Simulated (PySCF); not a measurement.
**BeP: bond curves at several levels of theory**

An exercise on one series of results from a longer session: the logs are not shown, and one member is left open.

Program: PySCF 2.14.0. Level of theory: Be x2c-TZVPPall, P x2c-TZVPPall, spin-free X2C with a Gaussian nucleus. These are calculated values, not measurements.

The first run:

A driver script around PySCF takes these settings:

```yaml
atoms: Be, P
charge: 0
basis: Be x2c-TZVPPall, P x2c-TZVPPall
Hamiltonian: spin-free X2C with a Gaussian nucleus
basis_functions: 61
electrons_treated: 19
masses_in_u: 9.0122, 30.9738
levels: PBE0, PBE, r²SCAN, TPSS, LDA, PBEsol, M06-L, ωB97X, HF, MP2, SCS-MP2, CCSD, CCSD(T)
grid: 80 radial by 434 angular points
occupations: held fixed by the projection of orbital angular momentum
dissociation_limit: Be + P, each in its ground configuration
starting_distance_in_angstrom: 2.025
values_of_2S_to_try: 1, 3
```

Run with:

```console
OMP_NUM_THREADS=1 python dia.py task.json out
```

Steps of the session up to this table: Set-up; The PBE0 curve of the state that the search chose; Higher solutions at PBE0; PBE (GGA); r²SCAN; TPSS; LDA (local density); PBEsol; M06-L; ωB97X (range-separated hybrid); UHF (mean field); Correlated methods on the Hartree–Fock reference.

One of the session's tables, all rows but one given; the rest of the session is left out.

It belongs to the step «The curves together». Energy (eV) from each level's lowest point:

```
R (Å)    UHF  UHF-MP2  UHF-SCS-MP2  UHF-CCSD  UHF-CCSD(T)
1.784  0.667    0.649        0.671       n/a          n/a
1.867  0.304    0.295        0.311     0.309        0.317
1.950      ?        ?            ?         ?            ?
2.013  0.024    0.023        0.028     0.029        0.031
2.075  0.000    0.000        0.000     0.000        0.000
2.137  0.016    0.015        0.010     0.009        0.006
2.220  0.083    0.079        0.068     0.062        0.056
2.324  0.215    0.207        0.188     0.172        0.162
2.449  0.406    0.401        0.373     0.333        0.319
2.615  0.647    0.677        0.644       n/a          n/a
```

**Question.** Estimate the row for R (Å) = 1.950.

Worked estimate for «UHF». A straight line through the neighbours (1.867, 0.304) and (2.013, 0.024) gives 0.304 + (0.024 − 0.304) × (1.950 − 1.867) / (2.013 − 1.867) = 0.145; a parabola fitted to 4 rows on both sides gives 0.093.

As computed: UHF: 0.099; UHF-MP2: 0.096; UHF-SCS-MP2: 0.106; UHF-CCSD: 0.106; UHF-CCSD(T): 0.111. In «UHF» the line misses by +0.046 and the parabola by -0.006.

Caveats from the session: At some levels the lowest empty orbital lies below the highest filled one (the two can be of opposite spin).
